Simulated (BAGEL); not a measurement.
# triplet AlCNCl2 at 3 levels

We compute a comparison of 3 runs (ROHF/6-31G*, ROHF/cc-pVDZ, UHF/6-31G*) of triplet AlCNCl2. 

The calculation is run with BAGEL 1.2.2.

### 1 The system as given

AlCNCl2 has 5 atoms, charge 0, and is taken as a triplet. As SMILES of the parent species, `N#[C][Al]([Cl])[Cl]`. Geometry: a GFN2-xTB relaxation, a rough one for these elements and not checked as a minimum. That shape belongs to the parent species and isn't relaxed for this state.

Bond lengths: Al1–Cl2 2.017 Å, Al1–Cl3 2.018 Å, Al1–C4 1.975 Å, C4–N5 1.149 Å. Angles: Cl2–Al1–Cl3 128.5°, Cl2–Al1–C4 115.7°, Cl3–Al1–C4 115.8°, Al1–C4–N5 179.9°.

### 2 The energy at ROHF/6-31G(d) (density fitting with qzvpp-jkfit, spherical functions) (run 1)

File calc.json:

```json
{ "bagel" : [

{
  "title" : "molecule",
  "basis" : "6-31gs.json",
  "df_basis" : "qzvpp-jkfit",
  "angstrom" : true,
  "geometry" : [
    { "atom" : "Al", "xyz" : [    0.333570,    0.579810,    0.007900 ] },
    { "atom" : "Cl", "xyz" : [    2.345090,    0.433060,    0.055720 ] },
    { "atom" : "Cl", "xyz" : [   -0.803880,    2.246160,   -0.020940 ] },
    { "atom" : "C", "xyz" : [   -0.650450,   -1.131930,   -0.014350 ] },
    { "atom" : "N", "xyz" : [   -1.224330,   -2.127090,   -0.028330 ] }
  ]
},
{ "title" : "rohf", "nopen" : 2 },
{ "title" : "print", "file" : "orbitals.molden", "orbitals" : true }

]}
```

The basis set 6-31G* is read from a file made from the Basis Set Exchange's data (not shown).

Command:

```
$ BAGEL_NUM_THREADS=1 BAGEL calc.json > calc.out
```

What it wrote:

```text
* using 1 threads per process

  ===============================================================
  ===============================================================

  *** Geometry ***

  { "atom" : "Al", "xyz" : [      0.630356,      1.095682,      0.014929 ] },
  { "atom" : "Cl", "xyz" : [      4.431578,      0.818365,      0.105296 ] },
  { "atom" : "Cl", "xyz" : [     -1.519113,      4.244627,     -0.039571 ] },
  { "atom" : "C", "xyz" : [     -1.229172,     -2.139038,     -0.027118 ] },
  { "atom" : "N", "xyz" : [     -2.313648,     -4.019618,     -0.053536 ] },

  Number of auxiliary basis functions:      536

  Since a DF basis is specified, we compute 2- and 3-index integrals:
    o Being stored without compression. Storage requirement is 0.029 GB

  Number of basis functions:       82
  Number of electrons      :       60

    * METHOD: MOLECULE                             0.25

  *** Open-shell HF ***

  === Nuclear Repulsion ===
   274.2693699397

      * DIIS with orbital gradients will be used.

  === ROHF iteration (6-31gs.json) ===
      0      -1252.88735892          0.02964832           0.17
      1      -1252.89578589          0.03899946           0.16
      2      -1252.85676074          0.04168809           0.16
      3      -1253.08480250          0.00526334           0.16
      4      -1253.09604826          0.00345101           0.16
      5      -1253.10551129          0.00254602           0.16
      6      -1253.11224577          0.00120343           0.16
      7      -1253.11297604          0.00114728           0.16
      8      -1253.11328290          0.00073313           0.16
      9      -1253.11366438          0.00029489           0.16
     10      -1253.11361447          0.00007110           0.16
     11      -1253.11366021          0.00003619           0.16
     12      -1253.11366835          0.00001277           0.16
     13      -1253.11367760          0.00000805           0.16
     14      -1253.11368058          0.00000794           0.16
     15      -1253.11368093          0.00000805           0.16
[... 33 lines of this table left out ...]
     49      -1253.11368047          0.00000004           0.16
     50      -1253.11368047          0.00000003           0.16
     51      -1253.11368047          0.00000002           0.16
     52      -1253.11368047          0.00000001           0.16
     53      -1253.11368047          0.00000001           0.16
     54      -1253.11368047          0.00000001           0.17
     55      -1253.11368047          0.00000001           0.17
     56      -1253.11368047          0.00000001           0.17
    * SCF iteration converged.

    * S^2 (ROHF) is 2.0000

    * Permanent dipole moment:
           (    0.324641,     0.561479,     0.007286) a.u.

    * METHOD: ROHF                                 9.36

    * METHOD: PRINT                                0.01

  ===============================================================
```

Wall time 9.9 s (1 thread of Arm Neoverse V2, shared host); peak memory 0.13 GiB.

### 3 The energy at ROHF/cc-pVDZ (density fitting with qzvpp-jkfit) (run 2)

File input.json:

```json
{ "bagel": [

{
  "title": "molecule",
  "basis": "cc-pvdz.json",
  "df_basis": "qzvpp-jkfit",
  "angstrom": true,
  "geometry": [
    { "atom": "Al", "xyz": [    0.333570,    0.579810,    0.007900 ] },
    { "atom": "Cl", "xyz": [    2.345090,    0.433060,    0.055720 ] },
    { "atom": "Cl", "xyz": [   -0.803880,    2.246160,   -0.020940 ] },
    { "atom": "C", "xyz": [   -0.650450,   -1.131930,   -0.014350 ] },
    { "atom": "N", "xyz": [   -1.224330,   -2.127090,   -0.028330 ] }
  ]
},
{ "title": "rohf", "nopen": 2 },
{ "title": "print", "file": "orbitals.molden", "orbitals": true }

]}
```

The basis set cc-pVDZ is read from a file made from the Basis Set Exchange's data (not shown).

Command:

```
$ BAGEL_NUM_THREADS=1 BAGEL input.json > input.out
```

What it wrote:

```text
* using 1 threads per process

  ===============================================================
  ===============================================================

  *** Geometry ***

  { "atom" : "Al", "xyz" : [      0.630356,      1.095682,      0.014929 ] },
  { "atom" : "Cl", "xyz" : [      4.431578,      0.818365,      0.105296 ] },
  { "atom" : "Cl", "xyz" : [     -1.519113,      4.244627,     -0.039571 ] },
  { "atom" : "C", "xyz" : [     -1.229172,     -2.139038,     -0.027118 ] },
  { "atom" : "N", "xyz" : [     -2.313648,     -4.019618,     -0.053536 ] },

  Number of auxiliary basis functions:      536

  Since a DF basis is specified, we compute 2- and 3-index integrals:
    o Being stored without compression. Storage requirement is 0.029 GB

  Number of basis functions:       82
  Number of electrons      :       60

    * METHOD: MOLECULE                             0.24

  *** Open-shell HF ***

  === Nuclear Repulsion ===
   274.2693699397

      * DIIS with orbital gradients will be used.

  === ROHF iteration (cc-pvdz.json) ===
      0      -1252.96868194          0.02580930           0.19
      1      -1252.99879632          0.03328403           0.20
      2      -1252.97702974          0.03290418           0.20
      3      -1253.14967896          0.00539527           0.20
      4      -1253.16021254          0.00320225           0.20
      5      -1253.16954500          0.00218342           0.20
      6      -1253.17489697          0.00121535           0.20
      7      -1253.17552854          0.00114663           0.20
      8      -1253.17563000          0.00087475           0.20
      9      -1253.17616949          0.00023497           0.20
     10      -1253.17608749          0.00006381           0.20
     11      -1253.17612396          0.00003123           0.20
     12      -1253.17613292          0.00001132           0.20
     13      -1253.17614093          0.00000935           0.20
     14      -1253.17614252          0.00000949           0.20
     15      -1253.17614299          0.00000931           0.20
     16      -1253.17614285          0.00000911           0.20
     17      -1253.17614311          0.00000929           0.20
     18      -1253.17614309          0.00000944           0.20
     19      -1253.17614315          0.00000934           0.20
     20      -1253.17614327          0.00000910           0.20
     21      -1253.17614295          0.00000829           0.19
     22      -1253.17614247          0.00000646           0.19
     23      -1253.17614239          0.00000559           0.19
     24      -1253.17614257          0.00000512           0.19
     25      -1253.17614267          0.00000493           0.19
     26      -1253.17614276          0.00000487           0.19
     27      -1253.17614271          0.00000463           0.19
     28      -1253.17614250          0.00000329           0.19
     29      -1253.17614251          0.00000325           0.19
     30      -1253.17614240          0.00000241           0.19
     31      -1253.17614233          0.00000145           0.19
     32      -1253.17614230          0.00000101           0.19
     33      -1253.17614225          0.00000067           0.19
     34      -1253.17614231          0.00000055           0.19
     35      -1253.17614233          0.00000050           0.19
     36      -1253.17614235          0.00000052           0.19
     37      -1253.17614233          0.00000039           0.20
     38      -1253.17614233          0.00000030           0.19
     39      -1253.17614233          0.00000022           0.19
     40      -1253.17614235          0.00000010           0.19
     41      -1253.17614236          0.00000006           0.18
     42      -1253.17614235          0.00000004           0.18
     43      -1253.17614235          0.00000003           0.19
     44      -1253.17614235          0.00000001           0.19
     45      -1253.17614234          0.00000001           0.19
    * SCF iteration converged.

    * S^2 (ROHF) is 2.0000

    * Permanent dipole moment:
           (    0.297588,     0.514486,     0.006695) a.u.

    * METHOD: ROHF                                 9.07

    * METHOD: PRINT                                0.01

  ===============================================================
```

It took 9.6 s on 1 thread of Arm Neoverse V2, shared host; peak memory 0.13 GiB.

### 4 A single-point energy at UHF/6-31G(d) (density fitting with qzvpp-jkfit, spherical functions) (run 3)

File calc.json:

```json
{ "bagel": [

{
  "title": "molecule",
  "basis": "6-31gs.json",
  "df_basis": "qzvpp-jkfit",
  "angstrom": true,
  "geometry": [
    { "atom": "Al", "xyz": [    0.333570,    0.579810,    0.007900 ] },
    { "atom": "Cl", "xyz": [    2.345090,    0.433060,    0.055720 ] },
    { "atom": "Cl", "xyz": [   -0.803880,    2.246160,   -0.020940 ] },
    { "atom": "C", "xyz": [   -0.650450,   -1.131930,   -0.014350 ] },
    { "atom": "N", "xyz": [   -1.224330,   -2.127090,   -0.028330 ] }
  ]
},
{ "title": "uhf", "nopen": 2 },
{ "title": "print", "file": "orbitals.molden", "orbitals": true }

]}
```

The basis set 6-31G* is read from a file made from the Basis Set Exchange's data (not shown).

Command:

```
$ BAGEL_NUM_THREADS=1 BAGEL calc.json > calc.out
```

What it wrote:

```text
* using 1 threads per process

  ===============================================================
  ===============================================================

  *** Geometry ***

  { "atom" : "Al", "xyz" : [      0.630356,      1.095682,      0.014929 ] },
  { "atom" : "Cl", "xyz" : [      4.431578,      0.818365,      0.105296 ] },
  { "atom" : "Cl", "xyz" : [     -1.519113,      4.244627,     -0.039571 ] },
  { "atom" : "C", "xyz" : [     -1.229172,     -2.139038,     -0.027118 ] },
  { "atom" : "N", "xyz" : [     -2.313648,     -4.019618,     -0.053536 ] },

  Number of auxiliary basis functions:      536

  Since a DF basis is specified, we compute 2- and 3-index integrals:
    o Being stored without compression. Storage requirement is 0.029 GB

  Number of basis functions:       82
  Number of electrons      :       60

    * METHOD: MOLECULE                             0.26

  *** Open-shell HF ***

  === Nuclear Repulsion ===
   274.2693699397

      * DIIS with orbital gradients will be used.

  === UHF iteration (6-31gs.json) ===
      0      -1252.88735892          0.02964832           0.19
      1      -1252.91289512          0.03797583           0.19
      2      -1252.89504728          0.03902567           0.19
      3      -1253.09402474          0.00443087           0.19
      4      -1253.10526265          0.00327060           0.19
      5      -1253.11557693          0.00243579           0.19
      6      -1253.12415036          0.00107845           0.19
      7      -1253.12496239          0.00103553           0.20
      8      -1253.12612183          0.00066499           0.20
      9      -1253.12626937          0.00025817           0.19
     10      -1253.12654865          0.00007873           0.20
     11      -1253.12666147          0.00005167           0.19
     12      -1253.12672901          0.00003308           0.19
     13      -1253.12674985          0.00002273           0.19
     14      -1253.12675484          0.00001096           0.20
     15      -1253.12675556          0.00000672           0.20
[... 24 lines of this table left out ...]
     40      -1253.12675565          0.00000014           0.16
     41      -1253.12675565          0.00000012           0.16
     42      -1253.12675565          0.00000008           0.16
     43      -1253.12675565          0.00000005           0.16
     44      -1253.12675565          0.00000003           0.16
     45      -1253.12675565          0.00000002           0.16
     46      -1253.12675565          0.00000001           0.16
     47      -1253.12675565          0.00000001           0.16
    * SCF iteration converged.

    * S^2 (UHF) is 2.1166

    * Permanent dipole moment:
           (    0.438693,     0.763805,     0.010353) a.u.

    * METHOD: UHF                                  8.78

    * METHOD: PRINT                                0.01

  ===============================================================
```

Run time: 9.3 s. Hardware: 1 thread of Arm Neoverse V2, shared host; peak memory 0.13 GiB.

### 5 All runs side by side

| run | level | energy (Eh) | dipole moment (D) | ⟨S²⟩ | wall time |
| --- | --- | --- | --- | --- | --- |
| 1 | ROHF/6-31G* (density fitting with qzvpp-jkfit, spherical functions) | -1253.113680 | 1.65 | 2.000 | 9.9 s |
| 2 | ROHF/cc-pVDZ (density fitting with qzvpp-jkfit) | -1253.176142 | 1.51 | 2.000 | 9.6 s |
| 3 | UHF/6-31G* (density fitting with qzvpp-jkfit, spherical functions) | -1253.126756 | 2.24 | 2.117 | 9.3 s |

### 6 Results

| quantity | value |
| --- | --- |
| run 3: total energy | -1253.12676 Eh |
| run 3: dipole moment | 2.24 D |
| run 3: ⟨S²⟩ | 2.117 |

The dipole moment (its size) runs from 1.51 D (ROHF/cc-pVDZ) to 2.24 D (UHF/6-31G*). The two ends differ in method and basis. Spin contamination of the reference: run 3 ⟨S²⟩ = 2.12. All runs together took 29 s, the longest 9.9 s.
